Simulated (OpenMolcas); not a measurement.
**A workflow on SnH3ClO (SMILES [OH][SnH2][Cl])**

Wanted: a series of 17 runs (UHF/ANO-RCC-VDZ, CASSCF(10,10)/ANO-RCC-VDZ, SC-NEVPT2(9,10)/ANO-RCC-VDZ, PC-NEVPT2(10,10)/ANO-RCC-VDZ, CASPT2[IPEA 0](10,10)/ANO-RCC-VDZ, MC-PDFT[tBLYP](10,10)/ANO-RCC-VDZ, CASPT2(10,10)/ANO-RCC-VDZ, RASSCF(10,10)/ANO-RCC-VDZ) of ClH3OSn. 

The results are computed with OpenMolcas 26.06.

1 further run of the same task is left out (it didn't finish).

**1. Starting point**

SnH3ClO has 6 atoms, charge 0, and is taken as a singlet. As SMILES, `[OH][SnH2][Cl]`. The coordinates come from a PBE0-D4/def2-TZVP relaxation. This is one conformer, not always the lowest.

Bond lengths: O1–Sn2 1.952 Å, Sn2–Cl3 2.330 Å, O1–H4 0.960 Å, Sn2–H5 1.702 Å, Sn2–H6 1.693 Å. Angles: O1–Sn2–Cl3 106.7°, O1–Sn2–H5 110.8°, O1–Sn2–H6 105.2°, Cl3–Sn2–H5 106.1°, Cl3–Sn2–H6 109.1°, Sn2–O1–H4 113.6°, H5–Sn2–H6 118.5°.

**2. The energy at UHF/ANO-RCC-VDZ (DKH2, scramble 0.25) (run 1)**

step1.input reads:

```
* ClH3OSn Hartree-Fock
>>> EXPORT MOLCAS_PRINT=2
&GATEWAY
Coord
6
angstrom
O       -1.416300      -0.543200      -0.285000
Sn       0.233200       0.397600       0.167300
Cl       1.828000      -1.233600       0.640800
H       -1.308200      -1.198200      -0.978800
H        0.825300       1.259600      -1.174900
H       -0.120000       1.253900       1.584400
Basis
ANO-RCC-VDZ
Group
NoSym
&SEWARD
&SCF
UHF
Scramble
0.25
PrOrbitals
1 1
```

Launch:

```bash
$ export MOLCAS_MEM=1860
$ pymolcas step1.input > step1.log
```

Standard output (excerpt; [...] marks lines left out):

```text
--- Start Module: gateway ---
[...]
--- Stop Module: gateway /rc=_RC_ALL_IS_WELL_ ---
--- Start Module: seward ---
[...]
      Basis functions           59
--- Stop Module: seward /rc=_RC_ALL_IS_WELL_ ---
[...]
--- Start Module: scf ---
[...]
       Convergence after  14 Iterations
[...]
::    Total SCF energy                              -6710.0276968744
[...]
      Total spin, S                                     0.0000000003
[...]
      Total electronic charge=   78.000000
      Total            charge=   -0.000000
[...]
      Dipole Moment (debye):
      Origin of the operator (angstrom)=    0.3946   -0.0163    0.2147
                   X=  1.3347E-01               Y=  2.7295E+00               Z= -1.5188E+00           Total=  3.1264E+00
      Quadrupole Moment (debye*angstrom):
[...]
--- Stop Module: scf /rc=_RC_ALL_IS_WELL_ ---
[...]
```

Wall time 6.3 s (1 thread of Arm Neoverse V1, shared host); peak memory 0.41 GiB.

**3. The excited states at CASSCF(10,10)/ANO-RCC-VDZ (DKH2, 3 states averaged) (run 2)**

step2.inp reads:

```
* ClH3OSn CASSCF

&GATEWAY
 COORD
 6
 angstrom
 O       -1.416300      -0.543200      -0.285000
 Sn       0.233200       0.397600       0.167300
 Cl       1.828000      -1.233600       0.640800
 H       -1.308200      -1.198200      -0.978800
 H        0.825300       1.259600      -1.174900
 H       -0.120000       1.253900       1.584400
 BASIS = ANO-RCC-VDZ
 GROUP = NoSym

&SEWARD

&RASSCF
 FILEORB = $CurrDir/step1.UnaOrb
 SPIN = 1
 NACTEL = 10 0 0
 INACTIVE = 34
 RAS2 = 10
 CIROOT = 3 3 1
 ORBLISTING = Few
 ORBAPPEAR = Compact
```

Launch:

```bash
$ export MOLCAS_MEM=1860
$ pymolcas step2.inp > step2.log
```

Standard output (excerpt; [...] marks lines left out):

```text
--- Start Module: gateway ---
[...]
--- Stop Module: gateway /rc=_RC_ALL_IS_WELL_ ---
--- Start Module: seward ---
[...]
      Basis functions           59
--- Stop Module: seward /rc=_RC_ALL_IS_WELL_ ---
[...]
--- Start Module: rasscf ---
[...]
      Number of active orbitals                 10
[...]
      Spin quantum number                      0.0
[...]
      Active orbitals                           10
[...]
      Number of CSFs                         19404
[...]
      Number of root(s) required                 3
[...]
      Convergence after 45 iterations
[...]
      printout of CI-coefficients larger than  0.05 for root  1
      energy=   -6710.101019
      conf/sym  1111111111     Coeff  Weight
             1  2222200000  -0.96774 0.93651
             2  2222ud0000  -0.05171 0.00267
           119  22ud202000   0.05263 0.00277
           164  2202202000   0.06836 0.00467
           242  0222200200   0.05475 0.00300
[...]
      Natural orbitals and occupation numbers for root  1
      sym 1:   1.974794   1.997401   1.969218   1.962354   1.984113   0.043382   0.029003   0.025183   0.012868   0.001683
      Natural orbitals and occupation numbers for root  2
      sym 1:   1.228378   1.750569   1.965014   1.963395   1.978531   0.805028   0.031315   0.016675   0.242699   0.018397
      Natural orbitals and occupation numbers for root  3
      sym 1:   1.716858   1.256169   1.966080   1.959259   1.980536   0.792373   0.031203   0.020276   0.258137   0.019109
      ************************************************************************************************************************
      *                                                    Final results                                                     *
[...]
::    RASSCF root number  1 Total energy:  -6710.10101881
::    RASSCF root number  2 Total energy:  -6709.84577668
::    RASSCF root number  3 Total energy:  -6709.84061909
[...]
      Total electronic charge=   78.000000
      Total            charge=   -0.000000
[...]
      Dipole Moment (debye):
      Origin of the operator (angstrom)=    0.3946   -0.0163    0.2147
                   X=  1.2650E+00               Y= -4.3341E-01               Z= -4.5207E-01           Total=  1.4116E+00
      Quadrupole Moment (debye*angstrom):
[...]
--- Stop Module: rasscf /rc=_RC_ALL_IS_WELL_ ---
[...]
```

It took 41 s on 1 thread of Arm Neoverse V1, shared host; peak memory 0.41 GiB.

The roots found:

```csv
excited state,energy (eV)
1,6.945
2,7.086
```

Runs 3 to 4 aren't shown in full; the table further down has their settings and results.

**4. The excited states at PC-NEVPT2(10,10)/ANO-RCC-VDZ (DKH2, pt2 variant QD-PC-NEVPT2, 3 states averaged) (run 5)**

step5.input reads:

```
* ClH3OSn NEVPT2

&GATEWAY
 Coord
 6
 angstrom
 O       -1.416300      -0.543200      -0.285000
 Sn       0.233200       0.397600       0.167300
 Cl       1.828000      -1.233600       0.640800
 H       -1.308200      -1.198200      -0.978800
 H        0.825300       1.259600      -1.174900
 H       -0.120000       1.253900       1.584400
 Basis = ANO-RCC-VDZ
 Group = NoSym

&SEWARD

&RASSCF
 FileOrb = $CurrDir/step2.RasOrb
 Spin = 1
 Nactel = 10 0 0
 Inactive = 34
 Ras2 = 10
 CIRoot = 3 3 1
 OrbListing = Few
 OrbAppear = Compact

&CASPT2
 PC-NEVPT2
 Multistate = all
```

Launch:

```bash
$ export MOLCAS_MEM=1860
$ pymolcas step5.input > step5.log
```

Standard output (excerpt; [...] marks lines left out):

```text
--- Start Module: gateway ---
[...]
--- Stop Module: gateway /rc=_RC_ALL_IS_WELL_ ---
[...]
      Basis functions           59
[...]
--- Start Module: rasscf ---
[...]
      Number of active orbitals                 10
[...]
      Spin quantum number                      0.0
[...]
      Active orbitals                           10
[...]
      Number of CSFs                         19404
[...]
      Number of root(s) required                 3
[...]
      Convergence after  9 iterations
[...]
      printout of CI-coefficients larger than  0.05 for root  1
      energy=   -6710.101018
      conf/sym  1111111111     Coeff  Weight
             1  2222200000  -0.96774 0.93651
             2  2222ud0000  -0.05171 0.00267
           119  22ud202000   0.05264 0.00277
           164  2202202000   0.06836 0.00467
           242  0222200200   0.05478 0.00300
[...]
      Natural orbitals and occupation numbers for root  1
      sym 1:   1.974794   1.997401   1.969218   1.962354   1.984111   0.043383   0.029004   0.025182   0.012871   0.001683
      Natural orbitals and occupation numbers for root  2
      sym 1:   1.228390   1.750555   1.965014   1.963392   1.978531   0.805032   0.031316   0.016676   0.242697   0.018396
      Natural orbitals and occupation numbers for root  3
      sym 1:   1.716886   1.256141   1.966080   1.959258   1.980536   0.792407   0.031204   0.020274   0.258105   0.019109
      ************************************************************************************************************************
      *                                                    Final results                                                     *
[...]
::    RASSCF root number  1 Total energy:  -6710.10101829
::    RASSCF root number  2 Total energy:  -6709.84577581
[...]
      Total electronic charge=   78.000000
      Total            charge=   -0.000000
[...]
      Dipole Moment (debye):
      Origin of the operator (angstrom)=    0.3946   -0.0163    0.2147
                   X=  1.2642E+00               Y= -4.3309E-01               Z= -4.5240E-01           Total=  1.4109E+00
      Quadrupole Moment (debye*angstrom):
[...]
--- Stop Module: rasscf /rc=_RC_ALL_IS_WELL_ ---
[...]
--- Start Module: caspt2 ---
[...]
::    QD-PC-NEVPT2 Root  3     Total energy:  -6709.99192856
[...]
::    QD-SC-NEVPT2 Root  1     Total energy:  -6710.25115684
::    QD-SC-NEVPT2 Root  2     Total energy:  -6709.99640858
::    QD-SC-NEVPT2 Root  3     Total energy:  -6709.98933380
[...]
```

It took 67 s on 1 thread of Arm Neoverse V1, shared host; peak memory 0.41 GiB.

The roots found:

```csv
excited state,energy (eV)
1,6.884
2,7.103
```

Runs 6 to 16 aren't shown in full; the table further down has their settings and results.

**5. The vertical excitations at CASPT2(10,10)/ANO-RCC-VDZ (DKH2, ipea shift 0.25 Eh, pt2 variant XMS, 3 states averaged, sigma2 shift 0.3) (run 17)**

step17.inp reads:

```
>>> EXPORT MOLCAS_PRINT=2

&GATEWAY
  Coord
  6
  angstrom
  O       -1.416300      -0.543200      -0.285000
  Sn       0.233200       0.397600       0.167300
  Cl       1.828000      -1.233600       0.640800
  H       -1.308200      -1.198200      -0.978800
  H        0.825300       1.259600      -1.174900
  H       -0.120000       1.253900       1.584400
  Basis
  ANO-RCC-VDZ
  Group
  NoSym

&SEWARD

&RASSCF
  FileOrb
  $CurrDir/step2.RasOrb
  Spin
  1
  Nactel
  10 0 0
  Inactive
  34
  Ras2
  10
  CIRoot
  3 3 1
  OrbListing
  Few
  OrbAppear
  Compact
  PRWF
  0.2

&CASPT2
  XMultistate
  all
  IPEA
  0.25
  Sig2
  0.3
```

Launch:

```bash
$ export MOLCAS_MEM=1860
$ pymolcas step17.inp > step17.log
```

Standard output (excerpt; [...] marks lines left out):

```text
--- Start Module: gateway ---
[...]
--- Stop Module: gateway /rc=_RC_ALL_IS_WELL_ ---
[...]
      Basis functions           59
[...]
--- Start Module: rasscf ---
[...]
      Number of active orbitals                 10
[...]
      Spin quantum number                      0.0
[...]
      Active orbitals                           10
[...]
      Number of CSFs                         19404
[...]
      Number of root(s) required                 3
[...]
      Convergence after  9 iterations
[...]
      printout of CI-coefficients larger than  0.20 for root  1
      energy=   -6710.101018
      conf/sym  1111111111     Coeff  Weight
             1  2222200000  -0.96774 0.93651
[...]
      Natural orbitals and occupation numbers for root  1
      sym 1:   1.974794   1.997401   1.969218   1.962354   1.984111   0.043383   0.029004   0.025182   0.012871   0.001683
      Natural orbitals and occupation numbers for root  2
      sym 1:   1.228390   1.750555   1.965014   1.963392   1.978531   0.805032   0.031316   0.016676   0.242697   0.018396
      Natural orbitals and occupation numbers for root  3
      sym 1:   1.716886   1.256141   1.966080   1.959258   1.980536   0.792407   0.031204   0.020274   0.258105   0.019109
      ************************************************************************************************************************
      *                                                    Final results                                                     *
[...]
::    RASSCF root number  1 Total energy:  -6710.10101829
::    RASSCF root number  2 Total energy:  -6709.84577581
::    RASSCF root number  3 Total energy:  -6709.84062047
[...]
      Total electronic charge=   78.000000
      Total            charge=   -0.000000
[...]
      Dipole Moment (debye):
      Origin of the operator (angstrom)=    0.3946   -0.0163    0.2147
                   X=  1.2642E+00               Y= -4.3309E-01               Z= -4.5240E-01           Total=  1.4109E+00
      Quadrupole Moment (debye*angstrom):
[...]
--- Stop Module: rasscf /rc=_RC_ALL_IS_WELL_ ---
[...]
--- Start Module: caspt2 ---
[...]
      Reference weight:           0.92903
[...]
::    XMS-CASPT2 Root  1     Total energy:  -6710.25436521
::    XMS-CASPT2 Root  2     Total energy:  -6710.00206908
::    XMS-CASPT2 Root  3     Total energy:  -6709.99680312
[...]
--- Stop Module: caspt2 /rc=_RC_ALL_IS_WELL_ ---
[...]
```

Wall time 47 s (1 thread of Arm Neoverse V1, shared host); peak memory 0.41 GiB.

The roots found:

```csv
excited state,energy (eV)
1,6.865
2,7.009
```

**6. All runs side by side**

```csv
run,level,starting guess,task,partner,energy (Eh),dipole moment (D) of the reference,wall time
1,"UHF/ANO-RCC-VDZ (DKH2, scramble 0.25)",–,energy,base,-6710.027697,3.13,6.3 s
2,"CASSCF(10,10)/ANO-RCC-VDZ (DKH2, 3 states averaged)",orbitals of step 1,excited,base,-6710.101019,2.56,41 s
3,"SC-NEVPT2(9,10)/ANO-RCC-VDZ (DKH2, pt2 variant QD-SC-NEVPT2, 3 states averaged)",orbitals of step 2,excited,cation,-6709.838057,–,89 s
4,"CASSCF(10,10)/ANO-RCC-VDZ (DKH2, 3 states averaged, root 2)",orbitals of step 2,optimise,base,timeout,–,25 min
5,"PC-NEVPT2(10,10)/ANO-RCC-VDZ (DKH2, pt2 variant QD-PC-NEVPT2, 3 states averaged)",orbitals of step 2,excited,base,-6710.252950,2.56,67 s
6,"CASPT2[IPEA 0](10,10)/ANO-RCC-VDZ (DKH2, ipea shift 0 Eh, pt2 variant MS, real shift 0.2 Eh, 3 states averaged)",orbitals of step 2,spin-orbit,base,-6710.251346,–,1.8 min
7,"CASSCF(10,10)/ANO-RCC-VDZ (DKH2, 3 states averaged)",orbitals of step 2,excited,base,-6710.101018,2.56,20 s
8,"PC-NEVPT2(10,10)/ANO-RCC-VDZ (DKH2, pt2 variant QD-PC-NEVPT2, 3 states averaged)",orbitals of step 2,excited,rattled,-6710.230110,2.33,84 s
9,"MC-PDFT[tBLYP](10,10)/ANO-RCC-VDZ (DKH2, 3 states averaged)",orbitals of step 2,excited,base,-6714.101278,2.56,17 s
10,"CASSCF(10,10)/ANO-RCC-VDZ (DKH2, root 2, 3 states averaged)",orbitals of step 2,gradient,base,-6709.845776,–,45 s
11,"CASPT2[IPEA 0](10,10)/ANO-RCC-VDZ (DKH2, ipea shift 0 Eh, pt2 variant XDW, real shift 0.3 Eh, 3 states averaged)",orbitals of step 2,excited,base,-6710.250279,2.56,54 s
12,"CASPT2[IPEA 0](10,10)/ANO-RCC-VDZ (DKH2, ipea shift 0 Eh, pt2 variant XMS, 3 states averaged)",orbitals of step 2,excited,base,-6710.255166,2.56,56 s
13,"CASSCF(10,10)/ANO-RCC-VDZ (DKH2)",orbitals of step 2,optimise,base,-6710.124607,3.20,5.6 min
14,"CASPT2[IPEA 0](10,10)/ANO-RCC-VDZ (DKH2, ipea shift 0 Eh, pt2 variant MS, real shift 0.2 Eh, 3 states averaged)",orbitals of step 2,spin-orbit,base,-6710.251346,–,1.7 min
15,"CASPT2(10,10)/ANO-RCC-VDZ (DKH2, ipea shift 0.25 Eh, pt2 variant MS, real shift 0.1 Eh, 3 states averaged)",orbitals of step 2,excited,base,-6710.251402,2.56,46 s
16,"RASSCF(10,10)/ANO-RCC-VDZ (DKH2, 3 states averaged)",orbitals of step 2,excited,base,-6710.100128,3.15,26 s
17,"CASPT2(10,10)/ANO-RCC-VDZ (DKH2, ipea shift 0.25 Eh, pt2 variant XMS, 3 states averaged, sigma2 shift 0.3)",orbitals of step 2,excited,base,-6710.254365,2.56,47 s
```

**7. What came out**

| quantity | value |
| --- | --- |
| run 17, CASPT2(10,10)/ANO-RCC-VDZ: energy of the lowest of 3 roots | -6710.25437 Eh |
| run 17, CASPT2(10,10)/ANO-RCC-VDZ: dipole moment (CASSCF density) | 2.56 D |
| run 17, CASPT2(10,10)/ANO-RCC-VDZ: lowest excitation energy within this active space | 6.87 eV |
| energy change with the atoms displaced | 0.621 eV |

In words: With the atoms displaced the energy rises by 0.62 eV (60.0 kJ/mol). The first shape isn't relaxed at this level, so the change isn't measured from a minimum. All runs together took 44 min, the longest 25 min. 1 of the 17 runs did not end normally.
